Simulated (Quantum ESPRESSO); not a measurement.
TaTe:

```
Ta Te
1.0
     3.42009    0.00000    0.00000
     0.00000    3.42009    0.00000
     0.00000    0.00000    3.42009
Ta Te
1 1
Direct
  0.50000 0.50000 0.50000
  0.00000 0.00000 0.00000
```

The cell was built by a generator and needn't be a form met in nature.

| Property | Result |
| --- | --- |
| Program | Quantum ESPRESSO 7.5 |
| Task | phonons |
| Functional | PBEsol |
| Potentials or basis | GBRV 1.5 PBEsol |
| Cutoff | 762 eV |
| Density cutoff | 6095 eV |
| k mesh | 8 × 8 × 8 |
| Occupations | fermi-dirac, width 0.05 eV |
| Spin | no spin polarisation |
| Mixing beta | 0.5 |
| Most SCF iterations | 120 |
| SCF threshold | 4e-10 Ry |

At Γ the optical frequencies are 116 116 116 cm⁻¹, at a pressure of -4.2 GPa.

Problem. How do the modes respond when the cell is scaled evenly, at fixed shape?

Solution. The highest mode has a Grüneisen parameter of 3.82 and moves by +3.1 cm⁻¹ per GPa. None of the listed modes softens on compression. The pressures give a bulk modulus of about 142 GPa.

Frequencies at 99 % and 101 % of the volume (pressures -2.7 and -5.6 GPa), ions relaxed:
| mode | 99 % (cm⁻¹) | 101 % (cm⁻¹) | Grüneisen parameter |
| --- | --- | --- | --- |
| 4 | 120.8 | 111.9 | 3.82 |
| 5 | 120.8 | 111.9 | 3.82 |
| 6 | 120.8 | 111.9 | 3.82 |

Modes are matched by their order; those that don't vary smoothly over the three volumes are left out.

Caveat: the mesh is thin for the phonons of a metal; the cell is more than 3 GPa from zero pressure, which shifts response properties.
